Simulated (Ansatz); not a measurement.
# Zn3S2O: the cost of one run

Computed with Ansatz 0.2.0 (DFT PBE, scalar-relativistic, plane waves, PAW, unless a step's input says otherwise).

1 further run of the same task is left out (it didn't finish). Runs told in other sessions of the task aren't counted.

## 1. The system as given

Symmetry: I-4m2, No. 119, tetragonal system. Conventional cell: a = 3.687 Å, b = 3.687 Å, c = 15.160 Å, α = 90.00°, β = 90.00°, γ = 90.00°. Zn (site symmetry 2mm) has 2 O at 2.08 Å and 2 S at 2.32 Å in its first shell of neighbours. Around Zn (site symmetry -4m2) lie 4 S at 2.33 Å. S (site symmetry 2mm) is surrounded by 4 Zn at 2.32 to 2.33 Å. O (site symmetry -4m2) has 4 Zn at 2.08 Å in its first shell of neighbours.

As a file:

```
CELL_PARAMETERS angstrom
-1.84371 1.84371 7.57981
1.84371 -1.84371 7.57981
1.84371 1.84371 -7.57981
ATOMIC_POSITIONS crystal
Zn 0.68669 0.68669 0.00000
Zn 0.31331 0.31331 0.00000
Zn 0.00000 0.00000 0.00000
S 0.40650 0.90650 0.50000
S 0.09350 0.59350 0.50000
O 0.75000 0.25000 0.50000
```

The start is the relaxed end of an invented cell (made as: elements ordered on the sites of the ZnO type, O/S on O (I-4m2, No. 119)), taken up again for a closer look.

## 2. A first look at the guess

File input.yaml:

```yaml
crystal:
  lattice:
    - [-1.843709, 1.843709, 7.5798089]
    - [1.843709, -1.843709, 7.5798089]
    - [1.843709, 1.843709, -7.5798089]
  atoms:
    - { symbol: Zn, position: [0.686691, 0.686691, 0.0] }
    - { symbol: Zn, position: [0.313309, 0.313309, 0.0] }
    - { symbol: Zn, position: [0.0, 0.0, 0.0] }
    - { symbol: S, position: [0.406498, 0.906498, 0.5] }
    - { symbol: S, position: [0.093502, 0.593502, 0.5] }
    - { symbol: O, position: [0.75, 0.25, 0.5] }
basis:
  ecutwfc: 420
kpoints:
  mp_grid: { grid: [6, 6, 6] }
hamiltonian:
  xc: pbe
scf:
  occupations: { method: gaussian, width: 0.1 }
  lower_state_search: "off"
output:
  forces: true
  stress: true
  eigenvalues: true
```

Started as:

```bash
ansatz run input.yaml --threads 4 --pin off --max-ram 8192MiB --backend cpu --events-out ev --progress --plain --runs-dir out
```

Q: Estimate wall time and peak memory on 4 threads of Arm Neoverse V2, shared host.

About 2.7 s, with a peak of 0.39 GiB.
